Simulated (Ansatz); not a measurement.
This script drives Ansatz's Python interface.

The script, `relaxed_scan.py`:
```python
import warnings

import ansatz as az
from ase import Atoms
import numpy as np

warnings.simplefilter("ignore", az.DeckWarning)

atoms = Atoms(["F", "Ga", "H"], positions=[
    (-1.2173, 0.4592, -0.6247),
    (0.2781, 0.402, 0.1987),
    (0.9282, -0.926, 0.4127),
])
geometry = az.Crystal.molecule_from_ase(atoms)

calculation = (
    geometry.calculation()
    .basis(gaussian="def2-SVP")
    .functional("pbe0")
    .spin("collinear", total=1)
)
symbols = [site.symbol for site in geometry.cartesian_sites]
pairs = [(0, 1), (1, 2)]
print("held (A)   E (eV)        ", "  ".join(f"{symbols[i]}{i}-{symbols[j]}{j}" for i, j in pairs))
for length in [1.37, 1.49, 1.61, 1.79, 2.02]:
    r = calculation.relax(constraints=[az.DistanceConstraint((1, 2), at=length)], force_tolerance=0.02, max_steps=60).run(threads=1, pin="off").report
    xyz = np.array(r["positions_ang"])
    print(f"{length:6.2f} {r['free_energy_ev']:14.5f}  ", "  ".join(f"{np.linalg.norm(xyz[i] - xyz[j]):.3f}" for i, j in pairs))
```

It is started by `python relaxed_scan.py`. How long does it take on 1 thread of Arm Neoverse V2, with other jobs on the host, and how much memory does it need?

It took about 45 s, with a peak of 0.2 GiB, for 5 runs of the engine.

```console
$ python relaxed_scan.py
held (A)   E (eV)         F0-Ga1  Ga1-H2
  1.37   -55092.04988   1.765  1.370
  1.49   -55092.42652   1.765  1.490
  1.61   -55092.52747   1.765  1.610
  1.79   -55092.40210   1.766  1.790
  2.02   -55092.06924   1.767  2.020
```

Caveats:
- These settings explore the input space; basis and method may be short of convergence.
- The energies are electronic: no zero-point or thermal terms, and the basis set is short of its limit.
- The species is open-shell (spin multiplicity 2).
- The script silences the warnings on its input, which a real study should read.

(Lines on the test bed's own set-up are left out of the output.)
